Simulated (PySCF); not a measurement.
# Br2ClGa: the cost of one run

The runs use PySCF 2.14.0, with density-fitted response routines of our own; the level of theory stands in each step. All values are computed, except where a source is named. Atoms count from 0, in the outputs and in this text.

**1. The molecule as given**

4 atoms, charge 0, multiplicity 1; geometry from: GFN2-xTB. The atoms were then displaced at random by about 0.01 Å, so the start is not that level's minimum.

Bonds of the start (Å): Cl0–Ga1 2.09, Ga1–Br2 2.27, Ga1–Br3 2.28.

**2. Relaxing the molecule at PBE0-D3(BJ)/def2-SVP**

What the job is given:

```
{"job": {"xc": "PBE0", "basis": "def2-SVP", "d3": "d3bj", "grid": 1, "shake": 0.01, "kind": "geom"}, "charge": 0, "multiplicity": 1}
Cl    -1.075480    -1.889360    -0.030630
Ga    -0.045540    -0.075000    -0.008860
Br     2.227380    -0.019630    -0.001560
Br    -1.068360     1.958610     0.008040
```

Launch:

```
OMP_NUM_THREADS=1 python probes_run.py task.json out
```

This one command runs all jobs of the session in turn.

**Question.** How long does this first job take on 1 thread of Arm Neoverse V1, shared host, and how much memory does it need?

About 51 s, with a peak of 0.5 GiB.
